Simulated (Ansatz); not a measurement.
# FH4SbSeSi, SMILES F[SiH2][SbH][SeH]: a ladder of methods at one geometry

Computed with the Ansatz DFT code, driven from Python.

`fh4sbsesi.xyz`
```text
8

F    -1.81460    1.11470   -0.31140
Si   -0.18070    1.15320   -0.30750
Sb    0.60680   -0.49690    1.39450
Se    0.03220   -2.47560   -0.09970
H     0.32700    0.76170   -1.65100
H     0.31480    2.51510    0.03210
H     2.29530   -0.46770    0.74530
H    -1.48860   -2.16170    0.14180
```

At the Python prompt:
```pycon
>>> from pathlib import Path
>>> import ansatz as az
>>> import numpy as np
>>> geometry = az.Crystal.molecule_from_extxyz("fh4sbsesi.xyz")
>>> job = geometry.calculation().basis(gaussian="def2-SVP")
>>> print("functional    E (Ha)        dipole (D)   HOMO (eV)  LUMO (eV)")
functional    E (Ha)        dipole (D)   HOMO (eV)  LUMO (eV)
>>> for name in ["lda", "r2scan", "lc_wpbe", "revpbe", "blyp"]:
...     data = job.functional(name).forces().orbitals().run(threads=1, runs_dir="runs").report
...     lines = Path(data["orbitals_path"]).read_text().splitlines()
...     field_of = lambda key: [line.split("=")[1].strip() for line in lines if line.startswith(key)]
...     orbitals = [(27.211386 * float(e), s, float(n)) for e, s, n in zip(field_of("Ene="), field_of("Spin="), field_of("Occup="))]
...     homo = max(e for e, _, n in orbitals if n > 0.5)
...     lumo = min(e for e, _, n in orbitals if n < 0.5)
...     dipole = 4.803205 * np.linalg.norm(data["charge_distribution"]["dipole_moment_e_ang"])
...     print(f"{name:10s} {data['free_energy_ev'] / 27.211386246:14.6f} {dipole:9.3f} {homo:11.3f} {lumo:10.3f}")
...
lda          -3027.523765     1.235      -5.446     -2.425
r2scan       -3033.161075     1.367      -5.629     -2.159
lc_wpbe      -3032.691740     1.568      -8.913      0.522
revpbe       -3032.892318     1.247      -5.304     -2.150
blyp         -3033.101711     1.221      -5.129     -2.055
```

Total energies depend on the basis set; only differences at equal settings carry meaning. The geometry is a force-field or estimated start, not a minimum of this method, and the basis set is short of its limit. A lower total doesn't mark the better method: functionals have no common bound, and MP2 and coupled cluster aren't variational. def2 sets replace the cores of elements past krypton by effective core potentials. Levels such as HOMO and LUMO are orbital energies: with these approximate functionals they aren't the ionisation energy and electron affinity, and their gap isn't the fundamental gap. Run time: 26 s on 1 thread of Arm Neoverse V1, with other jobs on the host, peak memory 0.3 GiB.

(Lines on the test bed's own set-up are left out of the output.)
